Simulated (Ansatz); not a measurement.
# [GeH3]− (SMILES [GeH3-]) at 6 levels

Aim: a comparison of 6 runs (HF/STO-3G, UB3LYP/STO-3G, UPBE/STO-3G, UPBE0/STO-3G, RPA@PBE/STO-3G, CCSD/STO-3G) of [GeH3]−. 

The results are computed with Ansatz 0.2.0.

3 further runs of the same task are left out: 2 that didn't finish, 1 set aside as unsound or not needed.

**1. The system as given**

The species is [GeH3]− (4 atoms), meant as a singlet with charge -1. As SMILES, `[GeH3-]`. The H4–Ge1 distance was set to 2.197 Å, away from the relaxed value. At this shape a bond of the SMILES string is far longer than usual.

Bond lengths: Ge1–H2 1.750 Å, Ge1–H3 1.752 Å. Angles: H2–Ge1–H3 89.2°. A long bond or contact: Ge1–H4 2.197 Å.

**2. The energy at HF/STO-3G (run 1)**

Contents of run.yaml:

```yaml
crystal:
  periodic: [false, false, false]
  atoms:
    - {symbol: Ge, position_ang: [0.701948, -0.646551, -0.515227]}
    - {symbol: H, position_ang: [1.168068, -0.217301, 1.116083]}
    - {symbol: H, position_ang: [-0.707832, -1.462181, 0.129093]}
    - {symbol: H, position_ang: [-0.463100, 1.211260, -0.649430]}
basis:
  gaussian:
    orbitals: STO-3G
total_charge: -1
hamiltonian:
  xc: hf
accuracy: high
```

Started as:

```
$ ansatz run run.yaml --threads 1 --pin off --max-ram 2610MiB --events-out events.jsonl --progress --plain --runs-dir runs
```

The program printed:

```text
Warning: RAYON_NUM_THREADS=1 ignored (pool sized by the plan → 1); use --threads N
Functional definition: HF
  name "HF"
  exchange = exact_x
  correlation = 0
255 factors; integrals over basis functions are off by at most 1.2e-8 eV
mean field evaluation 1: about -55868.7798 eV, gradient 9.2e0 eV
mean field evaluation 2: about -55868.7935 eV, gradient 9.1e0 eV
mean field evaluation 4: about -55869.4676 eV, gradient 6.8e-1 eV
mean field evaluation 8: about -55869.4708 eV, gradient 6.0e-6 eV
mean field -55869.47076995 eV, -2053.1651811082 hartree, gradient 1.8e-8 eV, S^2 0.000000; 0 other end points of the search recorded, 0 dependent functions left out
reference -55869.47076995 eV, -2053.1651811082 hartree; 18, 18 occupied and 3, 3 virtual orbitals, 255 factors
Total energy: -55869.47076995 eV, -2053.1651811082 hartree
```

Run time: 0.1 s. Hardware: 1 thread of Intel Xeon Platinum 8559C (Emerald Rapids), shared host.

**3. The energy at UB3LYP/STO-3G (run 2)**

Contents of in.yaml:

```yaml
crystal:
  periodic: [false, false, false]
  atoms:
    - {symbol: Ge, position_ang: [0.701948, -0.646551, -0.515227]}
    - {symbol: H, position_ang: [1.168068, -0.217301, 1.116083]}
    - {symbol: H, position_ang: [-0.707832, -1.462181, 0.129093]}
    - {symbol: H, position_ang: [-0.463100, 1.211260, -0.649430]}
basis:
  gaussian: {orbitals: STO-3G}
hamiltonian: {xc: {name: B3LYP}}
magnetization: {spin_polarized: true, initial_magnetization: 0}
total_charge: -1
accuracy: high
```

Started as:

```
$ ansatz run in.yaml --threads 1 --pin off --max-ram 2610MiB --events-out events.jsonl --progress --plain --runs-dir runs
```

The program printed:

```text
Warning: RAYON_NUM_THREADS=1 ignored (pool sized by the plan → 1); use --threads N
Functional definition: B3LYP
  name "B3LYP"
  parameter a0 = 0.2
  parameter ax = 0.72
  parameter ac = 0.81
  exchange = (1 - a0 - ax)*slater_x + ax*b88_x + a0*exact_x
  correlation = (1 - ac)*vwn_rpa_c + ac*lyp_c
255 factors; integrals over basis functions are off by at most 1.2e-8 eV
mean field evaluation 1: about -55845.5543 eV, gradient 7.7e1 eV
mean field evaluation 2: about -55873.4010 eV, gradient 4.2e1 eV
mean field evaluation 4: about -55907.3434 eV, gradient 3.6e0 eV
mean field evaluation 8: about -55907.4672 eV, gradient 1.3e-1 eV
mean field evaluation 16: about -55907.4675 eV, gradient 1.8e-5 eV
mean field -55907.46745002 eV, -2054.5615333458 hartree, gradient 4.2e-8 eV, S^2 0.000000; 0 other end points of the search recorded, 0 dependent functions left out
reference -55907.46747594 eV, -2054.5615342982 hartree; 18, 18 occupied and 3, 3 virtual orbitals, 255 factors
Total energy: -55907.46747594 eV, -2054.5615342982 hartree
```

It took 0.9 s on 1 thread of Intel Xeon Platinum 8559C (Emerald Rapids), shared host; peak memory 0.13 GiB.

**4. A single-point energy at UPBE/STO-3G (run 3)**

Contents of job.yaml:

```yaml
crystal:
  periodic: [false, false, false]
  atoms:
    - symbol: Ge
      position_ang: [0.701948, -0.646551, -0.515227]
    - symbol: H
      position_ang: [1.168068, -0.217301, 1.116083]
    - symbol: H
      position_ang: [-0.707832, -1.462181, 0.129093]
    - symbol: H
      position_ang: [-0.463100, 1.211260, -0.649430]
basis:
  gaussian:
    orbitals: STO-3G
total_charge: -1
magnetization:
  spin_polarized: true
hamiltonian:
  xc: pbe
accuracy: high
```

Started as:

```
$ ansatz run job.yaml --threads 1 --pin off --max-ram 2610MiB --events-out events.jsonl --progress --plain --runs-dir runs
```

The program printed:

```text
Warning: RAYON_NUM_THREADS=1 ignored (pool sized by the plan → 1); use --threads N
Functional definition: PBE
  name "PBE"
  parameter kappa = 0.804
  parameter beta = 0.06672455060314922
  exchange = pbe_x(kappa = kappa, mu = beta*pi^2/3)
  correlation = pbe_c(beta = beta)
255 factors; integrals over basis functions are off by at most 1.2e-8 eV
mean field evaluation 1: about -55566.0572 eV, gradient 1.9e2 eV
mean field evaluation 2: about -55832.3032 eV, gradient 3.9e1 eV
mean field evaluation 4: about -55859.7917 eV, gradient 4.8e1 eV
mean field evaluation 8: about -55896.7518 eV, gradient 5.8e0 eV
mean field evaluation 16: about -55897.0409 eV, gradient 5.1e-3 eV
mean field evaluation 32: about -55846.6136 eV, gradient 4.1e1 eV
mean field -55897.04087745 eV, -2054.1783638711 hartree, gradient 8.8e-8 eV, S^2 0.000000; 0 other end points of the search recorded, 0 dependent functions left out
reference -55897.04087918 eV, -2054.1783639348 hartree; 18, 18 occupied and 3, 3 virtual orbitals, 255 factors
Total energy: -55897.04087918 eV, -2054.1783639348 hartree
```

Run time: 0.86 s. Hardware: 1 thread of Intel Xeon Platinum 8559C (Emerald Rapids), shared host; peak memory 0.13 GiB.

Runs 4 to 5 aren't shown in full; the table further down has their settings and results.

**5. The energy at CCSD/STO-3G (run 6)**

Contents of job.yaml:

```yaml
crystal:
  periodic: [false, false, false]
  atoms:
    - {symbol: Ge, position_ang: [0.701948, -0.646551, -0.515227]}
    - {symbol: H, position_ang: [1.168068, -0.217301, 1.116083]}
    - {symbol: H, position_ang: [-0.707832, -1.462181, 0.129093]}
    - {symbol: H, position_ang: [-0.463100, 1.211260, -0.649430]}
basis:
  gaussian:
    orbitals: STO-3G
total_charge: -1
correlation:
  method: ccsd
  frozen_orbitals: {Ge: 9, H: 0}
accuracy: high
scf:
  omitted_lower_state_checks: [cluster_reference, increment]
```

Started as:

```
$ ansatz run job.yaml --threads 1 --pin off --max-ram 2610MiB --events-out events.jsonl --progress --plain --runs-dir runs
```

The program printed, shortened:

```text
Warning: RAYON_NUM_THREADS=1 ignored (pool sized by the plan → 1); use --threads N
[... 2 set-up lines as earlier in the session ...]
[...]
255 factors; integrals over basis functions are off by at most 1.2e-8 eV
[...]
mean field -55869.47076995 eV, -2053.1651811082 hartree, gradient 1.8e-8 eV, S^2 0.000000; 0 other end points of the search recorded, 0 dependent functions left out; unrestricted orbitals would lower it
9 core orbitals not correlated: weight in the atoms' cores, before any rotation towards them, 1.000 or more for the frozen orbitals, at most 0.000 for the correlated occupied ones
reference -55869.47076995 eV, -2053.1651811082 hartree; 9, 9 occupied and 3, 3 virtual orbitals, 255 factors
second order -1.47011018 eV of doubles, -0.00000000 eV of singles
cycle   1  -1.95047644 eV  change   -4.8e-1 eV  update   8.3e-2
[...]
cycle  24  -2.31870073 eV  change  -6.6e-10 eV  update  5.4e-10
Total energy: -55871.78947068 eV, -2053.2503917883 hartree
Checks for a lower state left out: cluster_reference, increment
```

Run time: 0.14 s. Hardware: 1 thread of Intel Xeon Platinum 8559C (Emerald Rapids), shared host.

**6. The series**

```
run           level  frozen core orbitals   energy (Eh)  wall time
  1       HF/STO-3G                     –  -2053.165181      0.1 s
  2   UB3LYP/STO-3G                     –  -2054.561534      0.9 s
  3     UPBE/STO-3G                     –  -2054.178364     0.86 s
  4    UPBE0/STO-3G                     –  -2054.342070     0.86 s
  5  RPA@PBE/STO-3G                     9  -2053.277328      1.1 s
  6     CCSD/STO-3G                     9  -2053.250392     0.14 s
```

**7. Results**

| quantity | value |
| --- | --- |
| run 6: total energy | -2053.25039 Eh |
| run 6: correlation energy (9 core orbitals frozen) | -85.2 mEh |
| run 6: T1 diagnostic | 0.015 |

In words: Totals of different functionals can't be ranked against each other. In run 6 the log says that unrestricted orbitals would lower the reference, so the values rest on an unstable closed-shell determinant (other closed-shell runs at this shape may share the fault). In runs 1, 2, 3, 4, 5, 6 the basis is minimal, so the values are rough. All runs together took 4 s, the longest 1.1 s.
